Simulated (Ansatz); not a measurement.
# NiMoIrPdW (P3m1) in Ansatz: band structure with RPBE

Aim: the band structure of NiMoIrPdW with RPBE.

All numbers are computed with Ansatz 0.2.0; they aren't measurements. Logs are shortened: lines on timing, memory, paths and dates and some standing lists are left out, and cuts for length are marked.

**1. Starting point**

It takes space group P3m1 (No. 156, trigonal). The conventional cell has a = 2.770 Å, b = 2.770 Å, c = 21.881 Å, α = 90.00°, β = 90.00°, γ = 120.00°. Ni (site symmetry 3m) is surrounded by 9 Ni at 2.52 to 2.77 Å and 3 W at 2.57 Å. Ni (site symmetry 3m) has 9 Ni at 2.52 to 2.77 Å and 3 Ir at 2.62 Å as nearest neighbours. Mo (site symmetry 3m) is surrounded by 3 Ir at 2.76 Å and 6 Mo at 2.77 Å and 3 Pd at 2.80 Å. Around Mo (site symmetry 3m) lie 3 Ir at 2.66 Å and 6 Mo at 2.77 Å and 3 Pd at 2.82 Å. Pd (site symmetry 3m) is surrounded by 6 Pd at 2.77 Å and 3 W at 2.79 Å and 3 Mo at 2.80 Å. Pd (site symmetry 3m) is surrounded by 6 Pd at 2.77 Å and 3 W at 2.80 Å and 3 Mo at 2.82 Å. Around Ir (site symmetry 3m) lie 3 Mo at 2.76 Å and 6 Ir at 2.77 Å and 3 W at 2.77 Å. Ir (site symmetry 3m) is surrounded by 3 Ni at 2.62 Å and 3 Mo at 2.66 Å and 6 Ir at 2.77 Å.

The cell was built by a generator and needn't be a form met in nature.

**2. Band structure, RPBE, collinear spin, ferromagnetic start**

input.yaml reads:

```yaml
crystal:
  lattice:
    - [2.77046, 0.0, 0.0]
    - [-1.38523, 2.39928, 0.0]
    - [0.0, 0.0, 21.88122]
  atoms:
    - { symbol: Ni, position: [0.33333, 0.66667, 0.04433], spin: 1.0 }
    - { symbol: Ni, position: [0.66667, 0.33333, 0.95562], spin: 1.0 }
    - { symbol: Mo, position: [0.66667, 0.33333, 0.3427], spin: 1.0 }
    - { symbol: Mo, position: [0.66667, 0.33333, 0.7632], spin: 1.0 }
    - { symbol: Pd, position: [0.33333, 0.66667, 0.44768] }
    - { symbol: Pd, position: [0.33333, 0.66667, 0.65723] }
    - { symbol: Ir, position: [0.33333, 0.66667, 0.23988], spin: 0.6 }
    - { symbol: Ir, position: [0.33333, 0.66667, 0.8605], spin: 0.6 }
    - { symbol: W, position: [0.66667, 0.33333, 0.13646] }
    - { symbol: W, position: [0.66667, 0.33333, 0.5524] }
hamiltonian:
  xc: rpbe
  pseudopotentials: { kind: paw }
magnetization:
  spin_polarized: true
kpoints:
  mp_grid: { grid: [11, 11, 2] }
  band_path:
    path:
      - [[0.0, 0.0, 0.0], [0.5, 0.0, 0.0], [0.3333333333, 0.3333333333, 0.0], [0.0, 0.0, 0.0], [0.0, 0.0, 0.5], [0.5, 0.0, 0.5], [0.3333333333, 0.3333333333, 0.5], [0.0, 0.0, 0.5]]
      - [[0.5, 0.0, 0.5], [0.5, 0.0, 0.0]]
      - [[0.3333333333, 0.3333333333, 0.0], [0.3333333333, 0.3333333333, 0.5]]
    npoints: 10
scf:
  occupations: { method: fermi_dirac, width: 0.05 }
  n_extra_bands: 25
output:
  forces: true
  stress: true
  eigenvalues: true
  fatbands: false
  write_density: true
  write_potential: true
  elf: true
  volumetric_format: npy
```

Potentials or basis: Ansatz PAW.

Command:

```sh
ansatz run input.yaml --threads 8 --pin off --max-ram 20480MiB --backend cpu --events-out ev --progress --plain --runs-dir out
```

Standard output:

```text
Warning: the atoms were moved onto the symmetric positions of the space group found under crystal.symmetry.tolerance 1.0e-5 (fractional; no operation is sought that the atoms, as they stand in a round, miss by more than twice it, and no atom is moved by as much as it), and the run uses the moved positions. Before a round's move an operation carried an atom to 2.77e-5 Å from where it should land, the largest such distance. Atom 0 (counting from 0) moved farthest, by 1.60e-5 Å; the longest move in fractions of the cell, of whichever atom, is 0.47 of the tolerance, in 1 round. To run the atoms as typed, lower crystal.symmetry.tolerance until the operations that they miss are no longer found, or set crystal.symmetry.detect: false (a key that needs symmetry detection or time reversal refuses this as the deck is read). The positions used, in the order of the run's atom list: position: [0.3333333333333333, 0.6666666666666666, 0.04433]; position: [0.6666666666666666, 0.3333333333333333, 0.95562]; position: [0.6666666666666666, 0.3333333333333333, 0.3427]; position: [0.6666666666666666, 0.3333333333333333, 0.7632]; position: [0.3333333333333333, 0.6666666666666666, 0.44768]; position: [0.3333333333333333, 0.6666666666666666, 0.65723]; position: [0.3333333333333333, 0.6666666666666666, 0.23988]; position: [0.3333333333333333, 0.6666666666666666, 0.8605]; position: [0.6666666666666666, 0.3333333333333333, 0.13646]; position: [0.6666666666666666, 0.3333333333333333, 0.5524]; The lattice was moved too: crystal.lattice keeps the space group found at crystal.symmetry.tolerance 1.0e-5 only nearly: the operation that it misses by the most changes a squared length by the fraction 6.31e-6. The run uses the lattice that is a stretch of the typed one, with no rotation, onto the one that keeps every operation to a double's rounding (on a very oblique basis the stretch itself rounds by more); the deck's lattice vector that moved farthest moved by 5.05e-6 Å. To run the lattice as typed, set crystal.symmetry.tolerance under 6.30e-6, the least fraction by which an operation that the lattice misses changes a squared length (the same key also sets how far an atom may lie from its image, so lowering it can lose operations that the atoms keep only within it), or set crystal.symmetry.detect: false, as for the atoms. crystal.lattice made exact, in Å and degrees: [[2.770454953865881, 0.0, 0.0], [-1.3852274769329405, 2.399284370088298, 0.0], [0.0, 0.0, 21.88122]]. Pasted over the deck's crystal.lattice, beside positions in fractional coordinates, it runs the same cell (given as lengths and angles, that cell in the form's own orientation, a rigid turn of the misfit's size from the one run here, for which a checkpoint.post_process_only pass over this run's state can be refused: where this run relaxes nothing, give such a pass this deck's own crystal.lattice, as typed; behind a relaxation, as crystal.lattice, the state's own cell, identity.cell in its checkpoint.json), and a matrix so pasted ends this notice, except on a very skew basis of the lattice, where the rounding of the pasted numbers themselves can read as a misfit: the cell is then moved again, and that move is told again. The lattice as run is in this notice's lattice.as_run_ang field (Run.prep()["deck_notices"] in Python, the deck_notice line of an events file, deck_notices of ansatz run --dry-run=json, or deck_notices in record.json in the deck's checkpoint.write directory).
Warning: RAYON_NUM_THREADS=8 ignored (pool sized by the plan → 8); use --threads N
scf.n_extra_bands = 25 over 81 filled bands (N_el = 162.0): the run solves 106 bands
Engine: ansatz 0.2.0, aarch64-unknown-linux-gnu
Pseudopotentials: kind: paw
Pseudopotential: Ni, paw, valence charge 18, recommended cutoff 420 eV (normal), Ni.paw.azcp
Pseudopotential: Mo, paw, valence charge 14, recommended cutoff 420 eV (normal), Mo.paw.azcp
Pseudopotential: Pd, paw, valence charge 18, recommended cutoff 420 eV (normal), Pd.paw.azcp
Pseudopotential: Ir, paw, valence charge 17, recommended cutoff 420 eV (normal), Ir.paw.azcp
Pseudopotential: W, paw, valence charge 14, recommended cutoff 420 eV (normal), W.paw.azcp
Functional definition: RPBE
  parameter kappa = 0.804
  parameter beta = 0.06672455060314922
  exchange = rpbe_x(kappa = kappa, mu = beta*pi^2/3)
  correlation = pbe_c(beta = beta)
Crystal: 10 atoms, lattice volume = 145.447 Å³
Basis set: ecut = 420 eV, 2845 PW (Γ), exchange–correlation on 40×40×300 points (8 copies of the dense FFT grid, shifted against one another)
[... 133 lines left out ...]
  E_xc         = -1945.334594
  E_vxc        = -2176.634161  (∫ρ·V_xc dr)
  E_paw        = -52826.779347  (= ΣΔE_a)
  E_vpaw       = -2708.741963  (= ΣTr[D̂ρ^β])
  E_aug_tail   = 0.001559  (compensation charges beyond the density's cutoff)
  E_ewald      = -21030.665525
  E_core_change = -0.586732  (= ΣΔE_core)
  E_smearing   = -0.070416  (= −TS)
  E_closure    = 0.000000  (closes the sum)
  Σ components = -80269.205074   (vs F -80269.205074, Δ=0.00e0)
--- Forces (eV/Å), atoms counted from 1 ---
  atom   1  Ni    -0.00000000     0.00000000    -0.02230503
  atom   2  Ni    -0.00000000    -0.00000000    -0.00585650
  atom   3  Mo    -0.00000000     0.00000000    -0.08941117
  atom   4  Mo     0.00000000     0.00000000    -0.14590633
  atom   5  Pd     0.00000000     0.00000000    -0.01253259
  atom   6  Pd     0.00000000     0.00000000     0.01070837
  atom   7  Ir     0.00000000     0.00000000    -0.00175425
  atom   8  Ir     0.00000000    -0.00000000     0.05284186
  atom   9  W     -0.00000000     0.00000000     0.20059771
  atom  10  W     -0.00000000     0.00000000     0.01358910
  max |Σ_I F_I| component: 2.88e-5 eV/Å
--- Stress (GPa, compression-positive) ---
        4.169498       0.000000      -0.000000
        0.000000       4.169498      -0.000000
       -0.000000      -0.000000       3.748005
  P = ⅓ Tr σ = 4.0290 GPa (40.290 kbar)
--- Band table (eV; the first three rows and the last of 64) ---
  k-point 0 ↑: bands = ["-81.9982", "-81.6900", "-71.3316", "-71.2423", "-63.7249", "-63.6908", "-52.8142", "-52.6617", "-42.5076", "-42.1949", "-42.1949", "-42.0605", "-41.9624", "-41.9624", "-39.8668", "-39.8411", "-29.6196", "-29.5811", "-29.2002", "-29.2002", "-29.1685", "-29.1685", "-28.1906", "-28.1476", "-27.9953", "-27.9953", "-27.8882", "-27.8882", "-17.2159", "-17.0600", "-16.4089", "-16.4089", "-16.2933", "-16.2933", "-14.0424", "-14.0227", "-13.2483", "-13.2483", "-13.2071", "-13.2071", "11.9171", "12.2539", "12.9303", "13.6192", "14.6897", "14.8261", "15.0647", "15.4236", "15.5938", "16.5459", "17.7043", "17.8863", "17.8863", "17.9155", "17.9155", "17.9848", "17.9848", "18.0751", "18.0751", "18.1212", "18.5953", "18.8590", "18.8590", "18.9779", "18.9779", "19.0523", "19.2332", "19.2332", "19.3561", "19.3561", "19.3619", "19.6009", "19.6009", "19.6020", "19.7042", "19.7042", "19.8509", "20.1937", "20.1937", "20.5784", "20.5784", "20.6092", "20.8331", "20.8884", "20.8884", "21.1483", "21.1483", "21.5224", "21.5224", "21.6627", "21.6627", "22.0027", "23.6188", "23.6188", "23.6786", "23.6786", "24.3222", "24.3222", "24.5259", "24.5259", "29.8149", "31.0907", "31.8286", "33.6114", "34.3120", "34.4575"]
  k-point 1 ↑: bands = ["-81.9982", "-81.6900", "-71.3316", "-71.2423", "-63.7249", "-63.6908", "-52.8142", "-52.6617", "-42.5076", "-42.1949", "-42.1949", "-42.0605", "-41.9624", "-41.9624", "-39.8668", "-39.8411", "-29.6196", "-29.5811", "-29.2002", "-29.2002", "-29.1685", "-29.1685", "-28.1906", "-28.1476", "-27.9953", "-27.9953", "-27.8882", "-27.8882", "-17.2159", "-17.0600", "-16.4089", "-16.4089", "-16.2933", "-16.2933", "-14.0424", "-14.0227", "-13.2483", "-13.2483", "-13.2071", "-13.2071", "11.9202", "12.2444", "12.9516", "13.5926", "14.7009", "14.8329", "15.0649", "15.4662", "15.5498", "16.5292", "17.6868", "17.8865", "17.8865", "17.9152", "17.9152", "17.9850", "17.9850", "18.0750", "18.0750", "18.1836", "18.5622", "18.8583", "18.8583", "18.9791", "18.9791", "19.0519", "19.2331", "19.2331", "19.3437", "19.3546", "19.3546", "19.6013", "19.6013", "19.7052", "19.7052", "19.8235", "19.8329", "20.1140", "20.1958", "20.1958", "20.5646", "20.5646", "20.9225", "20.9225", "21.1168", "21.1168", "21.2765", "21.5390", "21.5390", "21.6548", "21.6548", "21.8657", "23.6186", "23.6186", "23.6787", "23.6787", "24.3222", "24.3222", "24.5259", "24.5259", "30.1343", "30.4185", "32.4322", "33.3956", "34.3458", "34.4590"]
  k-point 2 ↑: bands = ["-81.9978", "-81.6896", "-71.3289", "-71.2396", "-63.7223", "-63.6882", "-52.8062", "-52.6536", "-42.5070", "-42.1992", "-42.1959", "-42.0599", "-41.9662", "-41.9634", "-39.8519", "-39.8263", "-29.6164", "-29.5780", "-29.2236", "-29.2059", "-29.1919", "-29.1743", "-28.1855", "-28.1422", "-28.0349", "-28.0049", "-27.9278", "-27.8977", "-17.2027", "-17.0464", "-16.5048", "-16.4307", "-16.3904", "-16.3153", "-14.0279", "-14.0082", "-13.3483", "-13.3066", "-13.2710", "-13.2297", "12.2286", "12.5555", "13.2397", "13.9078", "14.9295", "15.0661", "15.3374", "15.6377", "15.8257", "16.6666", "17.5176", "17.7086", "17.8041", "17.8277", "17.8989", "18.0708", "18.1031", "18.1195", "18.1750", "18.3098", "18.3227", "18.5194", "18.6979", "18.8350", "18.8693", "18.8820", "18.9491", "19.0714", "19.2392", "19.3504", "19.4227", "19.4399", "19.6021", "19.7216", "19.7873", "19.8614", "19.9688", "20.1806", "20.2703", "20.4500", "20.4835", "20.6630", "20.6929", "20.8127", "20.9749", "21.1152", "21.3104", "21.3843", "21.5857", "21.6285", "21.8212", "22.2082", "23.5848", "23.6678", "23.8714", "24.1547", "24.2494", "24.4768", "24.6628", "25.0994", "29.8302", "31.2445", "31.9246", "33.8930", "34.8985", "35.0761"]
  k-point 31 ↓: bands = ["-81.9928", "-81.6848", "-71.2947", "-71.2055", "-63.6884", "-63.6542", "-52.7005", "-52.5466", "-42.4991", "-42.2370", "-42.2262", "-42.0532", "-42.0002", "-41.9911", "-39.6537", "-39.6297", "-29.5760", "-29.5375", "-29.4303", "-29.3986", "-29.3743", "-29.3427", "-28.3803", "-28.2869", "-28.2738", "-28.1801", "-28.1182", "-28.0718", "-17.3105", "-17.2046", "-17.0913", "-17.0281", "-16.9829", "-16.8668", "-14.1932", "-14.1476", "-13.9626", "-13.9180", "-13.8374", "-13.8164", "15.9163", "15.9541", "16.1854", "16.2626", "16.3872", "16.5254", "16.6837", "16.7486", "16.8304", "16.9043", "16.9811", "17.0519", "17.1058", "17.1780", "17.2488", "17.3050", "17.5720", "17.6968", "17.8642", "17.9027", "18.0164", "18.0474", "18.4744", "18.8173", "18.9762", "19.3153", "19.3618", "19.4185", "19.4581", "19.4896", "20.1241", "20.2827", "20.2955", "20.4712", "20.6375", "20.8541", "20.9721", "21.0388", "21.2864", "21.3313", "21.6793", "21.7154", "22.2095", "22.3262", "22.5590", "22.6887", "22.8693", "23.1388", "23.3962", "23.6844", "24.6708", "25.6086", "26.6996", "26.9768", "27.2631", "27.4311", "27.5909", "27.7830", "28.0380", "28.2161", "28.7004", "29.5214", "29.5880", "29.7216", "30.1198", "30.3833"]
```

It took 2.6 min on 8 threads of Arm Neoverse V1, shared host; peak memory 2.1 GiB.

Results:

- Free energy: -80269.2051 eV
- Pressure: 4.0 GPa
- Largest force: 0.201 eV/Å
- Band gap on the k mesh: none (metal or under the smearing width)
- Net moment: 0.00 μB per cell
- Absolute moment: 0.00 μB per cell

Forces on the atoms (eV/Å):
```
Ni   0.000  0.000 -0.022
Ni   0.000  0.000 -0.006
Mo   0.000  0.000 -0.089
Mo   0.000  0.000 -0.146
Pd   0.000  0.000 -0.013
Pd   0.000  0.000  0.011
Ir   0.000  0.000 -0.002
Ir   0.000  0.000  0.053
W    0.000  0.000  0.201
W    0.000  0.000  0.014
```

Stress tensor (GPa, compression positive):
```
4.17 0.00 0.00
0.00 4.17 0.00
0.00 0.00 3.75
```

Levels at the corners of the path, in eV from the Fermi level:
Spin up:
| point | band 76 | band 77 | band 78 | band 79 | band 80 | band 81 | band 82 | band 83 |
| --- | --- | --- | --- | --- | --- | --- | --- | --- |
| Γ | -1.52 | -1.37 | -1.03 | -1.03 | -0.64 | -0.64 | -0.61 | -0.39 |
| M | -0.23 | -0.15 | -0.07 | 0.46 | 0.95 | 0.98 | 1.33 | 1.38 |
| K | -0.46 | -0.26 | -0.17 | -0.06 | 0.28 | 0.33 | 0.38 | 0.82 |
| Γ | -1.52 | -1.37 | -1.03 | -1.03 | -0.64 | -0.64 | -0.61 | -0.39 |
| A | -1.40 | -1.39 | -1.11 | -1.03 | -1.03 | -0.66 | -0.66 | -0.30 |
| L | -0.42 | -0.23 | 0.31 | 0.69 | 0.87 | 0.96 | 0.98 | 1.40 |
| H | -0.45 | -0.26 | -0.06 | -0.05 | 0.16 | 0.28 | 0.33 | 0.93 |
| A | -1.40 | -1.39 | -1.11 | -1.03 | -1.03 | -0.66 | -0.66 | -0.30 |
| L | -0.42 | -0.23 | 0.31 | 0.69 | 0.87 | 0.96 | 0.98 | 1.40 |
| M | -0.23 | -0.15 | -0.07 | 0.46 | 0.95 | 0.98 | 1.33 | 1.38 |
| K | -0.46 | -0.26 | -0.17 | -0.06 | 0.28 | 0.33 | 0.38 | 0.82 |
| H | -0.45 | -0.26 | -0.06 | -0.05 | 0.16 | 0.28 | 0.33 | 0.93 |
Spin down:
| point | band 75 | band 76 | band 77 | band 78 | band 79 | band 80 | band 81 | band 82 | band 83 | band 84 |
| --- | --- | --- | --- | --- | --- | --- | --- | --- | --- | --- |
| Γ | -1.52 | -1.52 | -1.37 | -1.03 | -1.03 | -0.64 | -0.64 | -0.61 | -0.39 | -0.33 |
| M | -0.42 | -0.23 | -0.15 | -0.07 | 0.46 | 0.95 | 0.98 | 1.33 | 1.38 | 1.57 |
| K | -0.51 | -0.46 | -0.26 | -0.17 | -0.06 | 0.28 | 0.33 | 0.38 | 0.82 | 0.93 |
| Γ | -1.52 | -1.52 | -1.37 | -1.03 | -1.03 | -0.64 | -0.64 | -0.61 | -0.39 | -0.33 |
| A | -1.52 | -1.40 | -1.39 | -1.11 | -1.03 | -1.03 | -0.66 | -0.66 | -0.30 | -0.30 |
| L | -0.49 | -0.42 | -0.23 | 0.31 | 0.69 | 0.87 | 0.96 | 0.98 | 1.40 | 1.56 |
| H | -0.53 | -0.45 | -0.26 | -0.06 | -0.05 | 0.16 | 0.28 | 0.33 | 0.93 | 1.03 |
| A | -1.52 | -1.40 | -1.39 | -1.11 | -1.03 | -1.03 | -0.66 | -0.66 | -0.30 | -0.30 |
| L | -0.49 | -0.42 | -0.23 | 0.31 | 0.69 | 0.87 | 0.96 | 0.98 | 1.40 | 1.56 |
| M | -0.42 | -0.23 | -0.15 | -0.07 | 0.46 | 0.95 | 0.98 | 1.33 | 1.38 | 1.57 |
| K | -0.51 | -0.46 | -0.26 | -0.17 | -0.06 | 0.28 | 0.33 | 0.38 | 0.82 | 0.93 |
| H | -0.53 | -0.45 | -0.26 | -0.06 | -0.05 | 0.16 | 0.28 | 0.33 | 0.93 | 1.03 |

Caveat: spin-orbit coupling is left out, which moves the levels of the heavy elements; the PAW data sets come from PBE, with cores solved anew for the run's functional, which leaves a small shift of forces and pressure; the starting moments weren't kept.
